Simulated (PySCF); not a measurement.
# A gas-phase reaction: AlBrH2O2 + H2S → AlH3O2S + BrH

Wanted: the reaction energy for `[OH][Al]([OH])[Br]` + `S` → `[OH][Al]([OH])[SH]` + `Br`.

Computed with PySCF 2.14.0; each step states its level. No surroundings beyond the atoms listed, unless a continuum is named. Atoms count from 0, parts from 1.

### 1 The system as given

Each species was relaxed by itself at PBE0-D3(BJ)/def2-SVPD.

### 2 Energies of the species: wB97M-D3(BJ)/def2-TZVPD

Job settings and geometry (Å):

```
{"job": {"kind": "react", "xc": "wB97M-D3(BJ)", "basis": "def2-TZVPD"}, "charge": 0, "multiplicity": 1}
-1 AlBrH2O2 charge 0 multiplicity 1
O     -0.376950     0.976520     1.286430
Al     0.055080    -0.054300     0.009130
O     -0.838180     0.061240    -1.429510
Br     1.750430    -1.521040     0.221440
H      0.070660     1.007930     2.131680
H     -0.675770    -0.465240    -2.212010

-1 H2S charge 0 multiplicity 1
S     -0.007470     0.615450    -0.005260
H     -0.981000    -0.319750     0.004110
H      0.968780    -0.316910     0.003100

+1 AlH3O2S charge 0 multiplicity 1
O      0.761590    -1.430620    -0.276030
Al     0.049840     0.075680     0.081720
O      0.732710     1.107600     1.255140
S     -1.750470     0.618350    -1.019990
H      1.549600    -1.784960     0.135670
H      0.397050     1.958530     1.534790
H     -1.740420    -0.544590    -1.711260

+1 BrH charge 0 multiplicity 1
Br     0.715010    -0.001690    -0.004070
H     -0.708700     0.005000     0.003740
```

Method: wB97M-D3(BJ)/def2-TZVPD reaction energy of separated species, gas phase.

Command:

```
OMP_NUM_THREADS=1 python cluster_run.py task.json out
```

One launch serves the whole session: the jobs run in the order shown.

What it wrote:

```text
species 1 (AlBrH2O2)
coarse grid: 28992 points
cycle   1  E = -2968.3951999128  dE = -7.748e-01  |g| = 1.009e+00  |ddm| = 2.316e+00
cycle   2  E = -2968.3317538984  dE =  6.345e-02  |g| = 1.221e+00  |ddm| = 1.423e+00
cycle   3  E = -2968.5814862535  dE = -2.497e-01  |g| = 5.983e-02  |ddm| = 7.309e-01
cycle   4  E = -2968.5823886641  dE = -9.024e-04  |g| = 1.724e-02  |ddm| = 6.962e-02
cycle   5  E = -2968.5824942181  dE = -1.056e-04  |g| = 4.910e-03  |ddm| = 2.200e-02
cycle   6  E = -2968.5825039560  dE = -9.738e-06  |g| = 1.680e-03  |ddm| = 7.802e-03
final grid: 58128 points
cycle   7  E = -2968.5824992490  dE = -9.842e-07  |g| = 1.189e-03  |ddm| = 3.809e-03
cycle   8  E = -2968.5824994205  dE = -1.715e-07  |g| = 9.296e-04  |ddm| = 1.666e-03
cycle   9  E = -2968.5824995266  dE = -1.060e-07  |g| = 1.066e-04  |ddm| = 5.883e-04
cycle  10  E = -2968.5824995331  dE = -6.594e-09  |g| = 8.042e-05  |ddm| = 1.595e-04
cycle  11  E = -2968.5824995350  dE = -1.900e-09  |g| = 1.497e-05  |ddm| = 1.115e-04
cycle  12  E = -2968.5824995351  dE = -4.638e-11  |g| = 1.893e-06  |ddm| = 1.363e-05
converged SCF energy = -2968.5824995351

species 2 (H2S)
coarse grid: 11264 points
cycle   1  E = -399.4336012179  dE = -1.424e-01  |g| = 1.945e-01  |ddm| = 1.016e+00
cycle   2  E = -399.4459452983  dE = -1.234e-02  |g| = 1.106e-01  |ddm| = 2.399e-01
cycle   3  E = -399.4491446699  dE = -3.199e-03  |g| = 1.578e-02  |ddm| = 9.278e-02
cycle   4  E = -399.4492190120  dE = -7.434e-05  |g| = 4.851e-03  |ddm| = 1.790e-02
cycle   5  E = -399.4492312492  dE = -1.224e-05  |g| = 9.336e-04  |ddm| = 7.536e-03
cycle   6  E = -399.4492319804  dE = -7.312e-07  |g| = 1.776e-04  |ddm| = 2.124e-03
final grid: 22496 points
cycle   7  E = -399.4492195935  dE = -2.323e-08  |g| = 1.134e-04  |ddm| = 6.061e-04
cycle   8  E = -399.4492195965  dE = -2.973e-09  |g| = 6.804e-05  |ddm| = 1.498e-04
cycle   9  E = -399.4492195972  dE = -7.670e-10  |g| = 8.730e-06  |ddm| = 5.990e-05
converged SCF energy = -399.4492195972

species 3 (AlH3O2S)
coarse grid: 30448 points
cycle   1  E = -793.0633670338  dE =  2.113e-01  |g| = 9.879e-01  |ddm| = 2.239e+00
cycle   2  E = -793.0209228860  dE =  4.244e-02  |g| = 1.176e+00  |ddm| = 1.503e+00
cycle   3  E = -793.2508351542  dE = -2.299e-01  |g| = 5.596e-02  |ddm| = 7.752e-01
cycle   4  E = -793.2518032156  dE = -9.681e-04  |g| = 2.301e-02  |ddm| = 8.252e-02
cycle   5  E = -793.2519687065  dE = -1.655e-04  |g| = 6.940e-03  |ddm| = 2.720e-02
cycle   6  E = -793.2519870519  dE = -1.835e-05  |g| = 2.312e-03  |ddm| = 1.175e-02
cycle   7  E = -793.2519888860  dE = -1.834e-06  |g| = 1.375e-03  |ddm| = 3.001e-03
final grid: 62168 points
cycle   8  E = -793.2520202090  dE = -2.588e-07  |g| = 1.559e-03  |ddm| = 3.487e-03
cycle   9  E = -793.2520200754  dE =  1.336e-07  |g| = 1.883e-03  |ddm| = 1.988e-03
cycle  10  E = -793.2520206417  dE = -5.662e-07  |g| = 6.646e-05  |ddm| = 1.034e-03
cycle  11  E = -793.2520206477  dE = -5.994e-09  |g| = 2.362e-05  |ddm| = 2.007e-04
cycle  12  E = -793.2520206480  dE = -3.251e-10  |g| = 4.531e-06  |ddm| = 5.436e-05
converged SCF energy = -793.2520206480

species 4 (BrH)
coarse grid: 9808 points
cycle   1  E = -2574.7444818060  dE = -1.115e+00  |g| = 2.814e-01  |ddm| = 9.887e-01
cycle   2  E = -2574.7574488379  dE = -1.297e-02  |g| = 1.487e-01  |ddm| = 2.655e-01
cycle   3  E = -2574.7608846264  dE = -3.436e-03  |g| = 8.656e-03  |ddm| = 8.708e-02
cycle   4  E = -2574.7609219911  dE = -3.736e-05  |g| = 2.523e-03  |ddm| = 1.268e-02
cycle   5  E = -2574.7609264214  dE = -4.430e-06  |g| = 6.498e-04  |ddm| = 4.934e-03
final grid: 18448 points
cycle   6  E = -2574.7609111125  dE = -1.922e-07  |g| = 3.884e-04  |ddm| = 9.238e-04
cycle   7  E = -2574.7609111401  dE = -2.762e-08  |g| = 2.729e-04  |ddm| = 3.937e-04
cycle   8  E = -2574.7609111471  dE = -7.070e-09  |g| = 3.378e-05  |ddm| = 1.359e-04
cycle   9  E = -2574.7609111482  dE = -1.043e-09  |g| = 1.120e-05  |ddm| = 6.292e-05
cycle  10  E = -2574.7609111482  dE = -4.957e-11  |g| = 1.703e-06  |ddm| = 1.292e-05
converged SCF energy = -2574.7609111482

Reaction energy = 11.630 kcal/mol
```

Run time: 51 s. Hardware: 1 thread of Arm Neoverse N1, shared host; peak memory 0.68 GiB.

Species by species (with the dispersion term, which the log's SCF energies lack):

| ν | species | energy (Eh) | HOMO (eV) |
| --- | --- | --- | --- |
| -1 | [OH][Al]([OH])[Br] | -2968.58685 | -11.03 |
| -1 | S | -399.45056 | -9.89 |
| +1 | [OH][Al]([OH])[SH] | -793.25740 | -10.01 |
| +1 | Br | -2574.76148 | -11.15 |

### 3 Energies of the species: PBE0-D3(BJ)/def2-TZVPD

Settings changed since step 2:

```diff
@@ -1,2 +1,2 @@
-{"job": {"kind": "react", "xc": "wB97M-D3(BJ)", "basis": "def2-TZVPD"}, "charge": 0, "multiplicity": 1}
+{"job": {"kind": "react", "xc": "PBE0", "basis": "def2-TZVPD", "disp": "d3bj"}, "charge": 0, "multiplicity": 1}
 -1 AlBrH2O2 charge 0 multiplicity 1
```

Method: PBE0-D3(BJ)/def2-TZVPD reaction energy of separated species, gas phase.

What it wrote:

```text
species 1 (AlBrH2O2)
coarse grid: 28992 points
cycle   1  E = -2967.7150224218  dE = -6.848e-01  |g| = 1.119e+00  |ddm| = 2.458e+00
cycle   2  E = -2967.1562111747  dE =  5.588e-01  |g| = 2.008e+00  |ddm| = 1.940e+00
cycle   3  E = -2967.9289113627  dE = -7.727e-01  |g| = 1.210e-01  |ddm| = 1.352e+00
cycle   4  E = -2967.9322014195  dE = -3.290e-03  |g| = 3.506e-02  |ddm| = 1.447e-01
cycle   5  E = -2967.9325011394  dE = -2.997e-04  |g| = 1.813e-02  |ddm| = 4.967e-02
cycle   6  E = -2967.9325516810  dE = -5.054e-05  |g| = 1.966e-03  |ddm| = 1.499e-02
cycle   7  E = -2967.9325525112  dE = -8.302e-07  |g| = 3.686e-04  |ddm| = 1.814e-03
final grid: 58128 points
cycle   8  E = -2967.9325329000  dE = -8.594e-08  |g| = 3.588e-04  |ddm| = 3.388e-03
cycle   9  E = -2967.9325328901  dE =  9.998e-09  |g| = 4.220e-04  |ddm| = 6.532e-04
cycle  10  E = -2967.9325329288  dE = -3.874e-08  |g| = 8.381e-05  |ddm| = 3.473e-04
cycle  11  E = -2967.9325329299  dE = -1.135e-09  |g| = 9.858e-06  |ddm| = 5.773e-05
cycle  12  E = -2967.9325329299  dE = -1.501e-11  |g| = 4.093e-06  |ddm| = 1.070e-05
converged SCF energy = -2967.9325329299

species 2 (H2S)
coarse grid: 2864 points
cycle   1  E = -399.2518632158  dE = -9.250e-02  |g| = 1.630e-01  |ddm| = 1.023e+00
cycle   2  E = -399.2538574153  dE = -1.994e-03  |g| = 1.600e-01  |ddm| = 2.978e-01
cycle   3  E = -399.2614717337  dE = -7.614e-03  |g| = 1.497e-02  |ddm| = 1.477e-01
cycle   4  E = -399.2614863457  dE = -1.461e-05  |g| = 1.103e-03  |ddm| = 5.881e-03
cycle   5  E = -399.2614867261  dE = -3.804e-07  |g| = 6.136e-04  |ddm| = 1.717e-03
final grid: 22496 points
cycle   6  E = -399.2625174709  dE = -7.085e-06  |g| = 4.896e-03  |ddm| = 1.692e-02
cycle   7  E = -399.2625181036  dE = -6.327e-07  |g| = 3.960e-03  |ddm| = 6.698e-03
cycle   8  E = -399.2625210360  dE = -2.932e-06  |g| = 2.911e-04  |ddm| = 3.504e-03
cycle   9  E = -399.2625210637  dE = -2.777e-08  |g| = 3.582e-05  |ddm| = 2.357e-04
cycle  10  E = -399.2625210641  dE = -3.628e-10  |g| = 6.382e-06  |ddm| = 2.919e-05
converged SCF energy = -399.2625210641

species 3 (AlH3O2S)
coarse grid: 7280 points
cycle   1  E = -792.5025596428  dE =  3.110e-01  |g| = 1.085e+00  |ddm| = 2.348e+00
cycle   2  E = -792.0566528721  dE =  4.459e-01  |g| = 1.868e+00  |ddm| = 2.031e+00
cycle   3  E = -792.7130299368  dE = -6.564e-01  |g| = 1.143e-01  |ddm| = 1.358e+00
cycle   4  E = -792.7156728935  dE = -2.643e-03  |g| = 5.831e-02  |ddm| = 1.576e-01
cycle   5  E = -792.7164842293  dE = -8.113e-04  |g| = 8.912e-03  |ddm| = 5.890e-02
cycle   6  E = -792.7164952088  dE = -1.098e-05  |g| = 4.991e-03  |ddm| = 9.992e-03
cycle   7  E = -792.7164993837  dE = -4.175e-06  |g| = 1.297e-03  |ddm| = 3.703e-03
final grid: 62168 points
cycle   8  E = -792.7177414272  dE = -2.888e-05  |g| = 7.785e-03  |ddm| = 3.882e-02
cycle   9  E = -792.7177317586  dE =  9.669e-06  |g| = 1.058e-02  |ddm| = 1.192e-02
cycle  10  E = -792.7177504128  dE = -1.865e-05  |g| = 1.342e-03  |ddm| = 7.571e-03
cycle  11  E = -792.7177507024  dE = -2.896e-07  |g| = 2.393e-04  |ddm| = 1.141e-03
cycle  12  E = -792.7177507170  dE = -1.457e-08  |g| = 6.868e-05  |ddm| = 2.716e-04
cycle  13  E = -792.7177507180  dE = -9.946e-10  |g| = 2.532e-05  |ddm| = 6.410e-05
converged SCF energy = -792.7177507180

species 4 (BrH)
coarse grid: 9808 points
cycle   1  E = -2574.4494536158  dE = -1.081e+00  |g| = 2.724e-01  |ddm| = 1.042e+00
cycle   2  E = -2574.4540918682  dE = -4.638e-03  |g| = 1.699e-01  |ddm| = 2.601e-01
cycle   3  E = -2574.4588662023  dE = -4.774e-03  |g| = 3.007e-02  |ddm| = 1.194e-01
cycle   4  E = -2574.4590976826  dE = -2.315e-04  |g| = 4.156e-03  |ddm| = 2.212e-02
cycle   5  E = -2574.4591016850  dE = -4.002e-06  |g| = 1.311e-03  |ddm| = 4.270e-03
final grid: 18448 points
cycle   6  E = -2574.4591028086  dE = -7.032e-08  |g| = 1.375e-03  |ddm| = 2.024e-03
cycle   7  E = -2574.4591028229  dE = -1.433e-08  |g| = 1.399e-03  |ddm| = 1.791e-03
cycle   8  E = -2574.4591030438  dE = -2.209e-07  |g| = 5.149e-05  |ddm| = 8.398e-04
cycle   9  E = -2574.4591030445  dE = -6.794e-10  |g| = 1.026e-05  |ddm| = 4.413e-05
converged SCF energy = -2574.4591030445

Reaction energy = 11.320 kcal/mol
```

Run time: 27 s. Hardware: 1 thread of Arm Neoverse N1, shared host; peak memory 0.62 GiB.

Reaction energy at this level: 11.32 kcal/mol.

### 4 Energies of the species: MP2/def2-TZVPD

Settings changed since step 3:

```diff
@@ -1,2 +1,2 @@
-{"job": {"kind": "react", "xc": "PBE0", "basis": "def2-TZVPD", "disp": "d3bj"}, "charge": 0, "multiplicity": 1}
+{"job": {"kind": "react", "xc": "MP2", "basis": "def2-TZVPD"}, "charge": 0, "multiplicity": 1}
 -1 AlBrH2O2 charge 0 multiplicity 1
```

With the program's defaults for keys left out, this is: MP2/def2-TZVPD reaction energy of separated species, gas phase.

What it wrote:

```text
species 1 (AlBrH2O2)
final grid: 58128 points
cycle   1  E = -2965.3896118946  dE = -9.178e-01  |g| = 7.529e-01  |ddm| = 2.263e+00
cycle   2  E = -2965.4598175131  dE = -7.021e-02  |g| = 5.040e-01  |ddm| = 8.552e-01
cycle   3  E = -2965.5020458873  dE = -4.223e-02  |g| = 4.669e-02  |ddm| = 2.951e-01
cycle   4  E = -2965.5028079211  dE = -7.620e-04  |g| = 1.123e-02  |ddm| = 6.441e-02
cycle   5  E = -2965.5028684618  dE = -6.054e-05  |g| = 3.190e-03  |ddm| = 1.772e-02
cycle   6  E = -2965.5028745400  dE = -6.078e-06  |g| = 1.130e-03  |ddm| = 5.765e-03
cycle   7  E = -2965.5028752408  dE = -7.008e-07  |g| = 3.642e-04  |ddm| = 1.817e-03
cycle   8  E = -2965.5028753114  dE = -7.059e-08  |g| = 1.064e-04  |ddm| = 6.655e-04
cycle   9  E = -2965.5028753167  dE = -5.339e-09  |g| = 2.333e-05  |ddm| = 1.806e-04
cycle  10  E = -2965.5028753171  dE = -4.156e-10  |g| = 5.497e-06  |ddm| = 5.150e-05
converged SCF energy = -2965.5028753171

species 2 (H2S)
final grid: 22496 points
cycle   1  E = -398.6881059200  dE = -1.695e-01  |g| = 2.014e-01  |ddm| = 9.977e-01
cycle   2  E = -398.7050960362  dE = -1.699e-02  |g| = 7.023e-02  |ddm| = 1.849e-01
cycle   3  E = -398.7068535996  dE = -1.758e-03  |g| = 2.154e-02  |ddm| = 5.635e-02
cycle   4  E = -398.7071964040  dE = -3.428e-04  |g| = 6.311e-03  |ddm| = 2.471e-02
cycle   5  E = -398.7072258181  dE = -2.941e-05  |g| = 1.395e-03  |ddm| = 9.171e-03
cycle   6  E = -398.7072272997  dE = -1.482e-06  |g| = 3.129e-04  |ddm| = 2.398e-03
cycle   7  E = -398.7072273854  dE = -8.569e-08  |g| = 5.002e-05  |ddm| = 6.832e-04
cycle   8  E = -398.7072273876  dE = -2.250e-09  |g| = 1.186e-05  |ddm| = 9.128e-05
cycle   9  E = -398.7072273877  dE = -1.252e-10  |g| = 1.950e-06  |ddm| = 2.073e-05
converged SCF energy = -398.7072273877

species 3 (AlH3O2S)
final grid: 62168 points
cycle   1  E = -791.0673050523  dE =  7.195e-02  |g| = 7.472e-01  |ddm| = 2.180e+00
cycle   2  E = -791.1449066382  dE = -7.760e-02  |g| = 4.917e-01  |ddm| = 8.935e-01
cycle   3  E = -791.1848280151  dE = -3.992e-02  |g| = 5.049e-02  |ddm| = 3.199e-01
cycle   4  E = -791.1859910165  dE = -1.163e-03  |g| = 1.344e-02  |ddm| = 7.749e-02
cycle   5  E = -791.1861116410  dE = -1.206e-04  |g| = 4.340e-03  |ddm| = 2.533e-02
cycle   6  E = -791.1861256838  dE = -1.404e-05  |g| = 1.369e-03  |ddm| = 9.727e-03
cycle   7  E = -791.1861271699  dE = -1.486e-06  |g| = 3.917e-04  |ddm| = 2.801e-03
cycle   8  E = -791.1861272635  dE = -9.365e-08  |g| = 1.606e-04  |ddm| = 7.379e-04
cycle   9  E = -791.1861272720  dE = -8.445e-09  |g| = 3.802e-05  |ddm| = 1.613e-04
cycle  10  E = -791.1861272729  dE = -9.780e-10  |g| = 1.054e-05  |ddm| = 6.736e-05
converged SCF energy = -791.1861272729

species 4 (BrH)
final grid: 18448 points
cycle   1  E = -2572.9852623538  dE = -1.144e+00  |g| = 2.202e-01  |ddm| = 9.640e-01
cycle   2  E = -2572.9999186799  dE = -1.466e-02  |g| = 7.760e-02  |ddm| = 2.157e-01
cycle   3  E = -2573.0014424466  dE = -1.524e-03  |g| = 1.588e-02  |ddm| = 5.815e-02
cycle   4  E = -2573.0016143455  dE = -1.719e-04  |g| = 5.005e-03  |ddm| = 1.886e-02
cycle   5  E = -2573.0016334711  dE = -1.913e-05  |g| = 1.691e-03  |ddm| = 6.805e-03
cycle   6  E = -2573.0016348741  dE = -1.403e-06  |g| = 3.418e-04  |ddm| = 2.059e-03
cycle   7  E = -2573.0016349477  dE = -7.363e-08  |g| = 5.979e-05  |ddm| = 6.414e-04
cycle   8  E = -2573.0016349492  dE = -1.436e-09  |g| = 8.468e-06  |ddm| = 8.660e-05
cycle   9  E = -2573.0016349492  dE = -3.774e-11  |g| = 1.310e-06  |ddm| = 1.889e-05
converged SCF energy = -2573.0016349492

Reaction energy = 12.356 kcal/mol
```

Run time: 14 s. Hardware: 1 thread of Arm Neoverse N1, shared host; peak memory 0.57 GiB.

Reaction energy at this level: 12.36 kcal/mol.

### 5 Side by side

Energies in kcal/mol, with wall time:

| run | reaction | time |
| --- | --- | --- |
| wB97M-D3(BJ)/def2-TZVPD | 11.63 | 51 s |
| PBE0-D3(BJ)/def2-TZVPD | 11.32 | 27 s |
| MP2/def2-TZVPD | 12.36 | 14 s |

### 6 What came out

| quantity | value |
| --- | --- |
| reaction energy (wB97M-D3(BJ)/def2-TZVPD) | 11.63 kcal/mol |
| ΔH, ΔG at 298 K (xTB thermal terms) | +11.0, +11.2 kcal/mol |
| range of the reaction energy over the runs of this table | 11.32 to 12.36 kcal/mol |

The reaction is endothermic by 11.0 kcal/mol in the gas phase; dispersion gives -0.16, and xTB itself gave 19.45 for the electronic energy (xTB energies and thermal terms come from the earlier relaxation of each species, not shown). No barrier was sought. The reaction energy runs from 11.32 (PBE0-D3(BJ)/def2-TZVPD) to 12.36 kcal/mol (MP2/def2-TZVPD).
